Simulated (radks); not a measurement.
# Valence configurations of Gd³⁺

An exercise on one series of results from a longer session: the logs are not shown, and one member is left open.

Program: radks (a radial shooting solver on a logarithmic mesh, Libxc functionals) version 1. Level of theory: scalar-relativistic Kohn-Sham, BLYP, spin-polarised, spherical densities, finite nucleus; open shells are filled with parallel spins first. These are calculated values, not measurements, unless marked.

### The system

* element: gadolinium (Z = 64)
* charge: +3
* electrons: 61
* configuration: [Xe] 4f7
* nuclear rms radius: 5.1569 fm
* others tried: 4f6.5 5d0.5; 4f5 5d2; 4f5 6s2; 4f5.5 5d0.5 6p1; 4f5.5 5d1.5; 4f6 5d1; 4f4.5 5d1.5 6p1; 4f5 5d1.5 6p0.5; 4f6 6s1

The outer shells:

Gd³⁺
```
[Xe] core
4f [↑ ][↑ ][↑ ][↑ ][↑ ][↑ ][↑ ]
```

The first run:

Input:

```text
Z 64
configuration [Xe] 4f7
relativity scalar-relativistic
functional b88,lyp
spin polarised
nucleus finite rms 5.1569 fm
c 137.035999084
```

Steps of the session up to this table: [Xe] 4f7.

One of the session's tables, all rows but one given; the rest of the session is left out.

It belongs to the step «[Xe] 4f7». Radial moments (bohr):

```
  level     <r>  outermost maximum (interpolated)  90 % within  nodes
  4d up  0.6360                             0.559        0.955      1
4d down  0.6374                             0.559        0.958      1
  5s up   1.316                              1.19         1.89      4
5s down   1.337                              1.20         1.92      4
  5p up   1.519                              1.34         2.21      3
5p down       ?                                 ?            ?      ?
  4f up  0.8406                             0.566         1.43      0
4f down  0.8831                             0.569         1.53      0
```

**Question.** Estimate the row for 5p down.

**Answer.** <r>: 1.552; outermost maximum (interpolated): 1.36; 90 % within: 2.26; nodes: 3. In the column «<r>» it is the highest.
